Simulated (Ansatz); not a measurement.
Predict the output of the script below (Ansatz's Python interface).

Script `run_torsion.py`:
```python
'''Energy of F2H3SSi2 as one group turns about a bond.'''

from dataclasses import dataclass

import ansatz
from ase import Atoms


@dataclass(frozen=True)
class Settings:
    basis_set: str = 'cc-pVDZ'
    xc: str = 'PBE0'
    fmax: float = 0.02


cfg = Settings()


def main() -> None:
    atoms = Atoms(['F', 'Si', 'S', 'Si', 'F', 'H', 'H', 'H'], positions=[
        (0.7252, 0.4417, -2.1243),
        (-0.2961, 1.244, -1.1101),
        (-1.4663, -0.2313, -0.0899),
        (0.3288, -0.8266, 1.0692),
        (0.8603, 0.4515, 1.7819),
        (-1.2325, 2.1021, -1.8926),
        (-0.1567, -1.806, 2.1079),
        (1.3295, -1.4325, 0.202),
    ])

    # start the scan from a relaxed geometry
    first = (
        ansatz.Crystal.molecule_from_ase(atoms).calculation()
        .basis(gaussian=cfg.basis_set)
        .functional(cfg.xc)
        .spin('collinear', total=1)
        .relax(force_tolerance=cfg.fmax, max_steps=80)
    )
    atoms.positions = first.run(threads=1, pin='off').report['positions_ang']

    start = atoms.get_dihedral(1, 2, 3, 4)
    energies = {}
    for turn in range(0, 360, 40):
        turned = atoms.copy()
        turned.set_dihedral(1, 2, 3, 4, start + turn, indices=[3, 4, 6, 7])
        setup = ansatz.Crystal.molecule_from_ase(turned).calculation()
        setup = setup.basis(gaussian=cfg.basis_set)
        setup = setup.functional(cfg.xc)
        setup = setup.spin('collinear', total=1)
        energies[round((start + turn) % 360)] = setup.run(threads=1, pin='off').report['free_energy_ev']
    floor = min(energies.values())
    print('dihedral Si1-S2-Si3-F4 (deg)   E - E(min) (kcal/mol)')
    for angle, e in sorted(energies.items()):
        print(f'{angle:8d} {23.060548 * (e - floor):14.3f}  ' + '#' * int(30 * (e - floor) / max(max(energies.values()) - floor, 1e-9)))


if __name__ == '__main__':
    main()
```

Running `python run_torsion.py` prints:
```text
dihedral Si1-S2-Si3-F4 (deg)   E - E(min) (kcal/mol)
       7          1.423  #################
      47          0.984  ############
      87          0.000
     127          1.051  ############
     167          2.426  ##############################
     207          2.015  ########################
     247          1.047  ############
     287          0.950  ###########
     327          1.499  ##################
```

The scan is rigid and the energies are electronic, in a modest basis. With rigid groups the curve can differ much from the relaxed path, the start wasn't checked as a minimum of this torsion, and equivalent turns needn't return to the same energy. The species is open-shell (spin multiplicity 2). Hardware and time: 5.8 min on 1 thread of Arm Neoverse N1, with other jobs on the host, peak memory 0.39 GiB.
